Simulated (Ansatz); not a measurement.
# ScGe4: the cost of one run

Program: Ansatz 0.2.0. Level of theory: DFT PBE, scalar-relativistic, plane waves, PAW. These are calculated values, not measurements.

### Step 1. The system as given

The structure is tetragonal, space group I4/mcm (No. 140). Conventional cell: a = 8.289 Å, b = 8.289 Å, c = 6.426 Å, α = 90.00°, β = 90.00°, γ = 90.00°. Around Sc (site symmetry 4/m) lie 2 Sc at 3.21 Å and 8 Ge at 3.39 Å. Ge (site symmetry m) is surrounded by 4 Ge at 2.44 to 2.60 Å.

Coordinates:

```cif
data_structure
_symmetry_space_group_name_H-M 'I4/mcm'
_symmetry_Int_Tables_number 140
_cell_length_a 8.2892
_cell_length_b 8.2892
_cell_length_c 6.4255
_cell_angle_alpha 90.000
_cell_angle_beta 90.000
_cell_angle_gamma 90.000
_cell_volume 441.51
loop_
_atom_site_label
_atom_site_type_symbol
_atom_site_symmetry_multiplicity
_atom_site_Wyckoff_symbol
_atom_site_fract_x
_atom_site_fract_y
_atom_site_fract_z
_atom_site_occupancy
Sc1 Sc 4 c 0.00000 0.00000 0.00000 1
Ge1 Ge 16 l 0.84926 0.34926 0.19395 1
```

The cell was relaxed beforehand at this level, from an invented guess; it needn't be the stable form of this composition. At a tolerance of 0.05 Å it has space group I4/mcm (No. 140); it has 22.08 Å³/atom, an uncorrected energy of +0.16 eV/atom over the elements.

### Step 2. Bands, states and charges

input.yaml

```yaml
crystal:
  lattice:
    - [-4.1446193258, 4.1446193258, 3.2127606364]
    - [4.1446193258, -4.1446193258, 3.2127606364]
    - [4.1446193258, 4.1446193258, -3.2127606364]
  atoms:
    - { symbol: Sc, position: [0.5, 0.5, 0.0] }
    - { symbol: Sc, position: [0.0, 0.0, 0.0] }
    - { symbol: Ge, position: [0.0432004931, 0.5432004931, 0.1985106197] }
    - { symbol: Ge, position: [0.3446898733, 0.8446898733, 0.8014893803] }
    - { symbol: Ge, position: [0.5432004931, 0.3446898733, 0.5] }
    - { symbol: Ge, position: [0.8446898733, 0.0432004931, 0.5] }
    - { symbol: Ge, position: [0.1553101267, 0.9567995069, 0.5] }
    - { symbol: Ge, position: [0.4567995069, 0.6553101267, 0.5] }
    - { symbol: Ge, position: [0.6553101267, 0.1553101267, 0.1985106197] }
    - { symbol: Ge, position: [0.9567995069, 0.4567995069, 0.8014893803] }
basis:
  ecutwfc: 420
kpoints:
  mp_grid: { grid: [8, 8, 8] }
  band_path:
    path:
      - [[0.0, 0.0, 0.0], [0.0, 0.0, 0.5], [-0.5, 0.5, 0.5], [0.0, 0.0, 0.0], [0.40021989, 0.40021989, -0.40021989]]
      - [[-0.40021989, 0.59978011, 0.40021989], [-0.5, 0.5, 0.5]]
      - [[0.0, 0.0, 0.5], [0.25, 0.25, 0.25], [0.0, 0.5, 0.0], [0.0, 0.0, 0.0]]
    npoints: 14
hamiltonian:
  xc: pbe
scf:
  occupations: { method: gaussian, width: 0.1 }
  n_extra_bands: 25
output:
  forces: true
  stress: true
  eigenvalues: true
  populations: true
  dos: { projected: true, de: 0.02, nscf_kmesh: { grid: [10, 10, 10] } }
  bader: true
  write_density: true
  write_potential: true
  elf: true
  volumetric_format: npy
```

Run with:

```bash
$ ansatz run input.yaml --threads 1 --pin off --max-ram 2560MiB --backend cpu --events-out ev --progress --plain --runs-dir out
```

What time and memory should one allow on 1 thread of Arm Neoverse V1, shared host?

About 6.8 min, with a peak of 1.5 GiB.
